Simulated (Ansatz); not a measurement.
# AlB3P4: the cell at several levels of theory

Cell and atoms of an ordered 8-atom cell of AlB3P4 on the zincblende lattice (Cm) are relaxed in turn with PBE and r2SCAN. This is a trial cell built on a prototype, not taken from a measured structure, and it needn't be the compound's ground state.

The runs shown are made with Ansatz 0.2.0. PAW datasets, plane waves, zero pressure. No spin polarisation. The prototype was imposed, so other structures may be more stable.

## Step 1: The system as given

This is the cell as the run starts from it, not yet at rest; its lengths are not the crystal's.

Space group Cm (No. 8), monoclinic; conventional cell a = 10.720 Å, b = 3.232 Å, c = 5.598 Å, β = 100.0°, 11.94 Å³ an atom. Near B stand 4 P at 1.98 Å; near Al stand 4 P at 1.98 Å; near P stand 3 B at 1.98 Å and 1 Al at 1.98 Å.

Coordinates:

```cif
data_structure
_symmetry_space_group_name_H-M 'P 1'
_symmetry_Int_Tables_number 1
_cell_length_a 5.5984
_cell_length_b 5.5984
_cell_length_c 5.5984
_cell_angle_alpha 99.594
_cell_angle_beta 99.594
_cell_angle_gamma 33.557
_cell_volume 95.51
loop_
_atom_site_label
_atom_site_type_symbol
_atom_site_fract_x
_atom_site_fract_y
_atom_site_fract_z
_atom_site_occupancy
B1 B 0.00000 0.00000 0.00000 1
B2 B 0.50000 0.50000 0.50000 1
B3 B 0.25000 0.25000 0.75000 1
Al1 Al 0.75000 0.75000 0.25000 1
P1 P 0.56250 0.56250 0.18750 1
P2 P 0.06250 0.06250 0.68750 1
P3 P 0.81250 0.81250 0.93750 1
P4 P 0.31250 0.31250 0.43750 1
```

## Step 2: Relaxation with PBE

input.yaml

```yaml
crystal:
  lattice:
    - [5.3600374384, -1.616112095, 0.0]
    - [5.3600374384, 1.616112095, 0.0]
    - [-0.9745522615, 0.0, 5.512900102]
  atoms:
    - { symbol: B, position: [0.0, 0.0, 0.0] }
    - { symbol: B, position: [0.5, 0.5, 0.5] }
    - { symbol: B, position: [0.25, 0.25, 0.75] }
    - { symbol: Al, position: [0.75, 0.75, 0.25] }
    - { symbol: P, position: [0.5625, 0.5625, 0.1875] }
    - { symbol: P, position: [0.0625, 0.0625, 0.6875] }
    - { symbol: P, position: [0.8125, 0.8125, 0.9375] }
    - { symbol: P, position: [0.3125, 0.3125, 0.4375] }
kpoints:
  mp_grid: { grid: [8, 8, 4] }
hamiltonian:
  xc: pbe
scf:
  occupations: { method: fermi_dirac, width: 0.02 }
relax:
  f_tol: 0.005
  cell: {}
```

Started as:

```sh
> ansatz run input.yaml --threads 4 --pin off --max-ram 6451MiB --backend cpu --events-out ev --progress --plain --runs-dir out
```

After this run come: r2SCAN: cell and atoms.

What does the calculation give? Wanted: for each run, a; b; c; β; volume; space group; SCF geometries.

As calculated:

| level | a (Å) | b (Å) | c (Å) | β (°) | volume (Å³/atom) | space group | SCF geometries |
| --- | --- | --- | --- | --- | --- | --- | --- |
| r2SCAN | 11.236 | 3.349 | 5.926 | 99.440 | 13.750 | Cm | 5 |

In words: The first relaxation changed the volume by +15.2 % from the start.
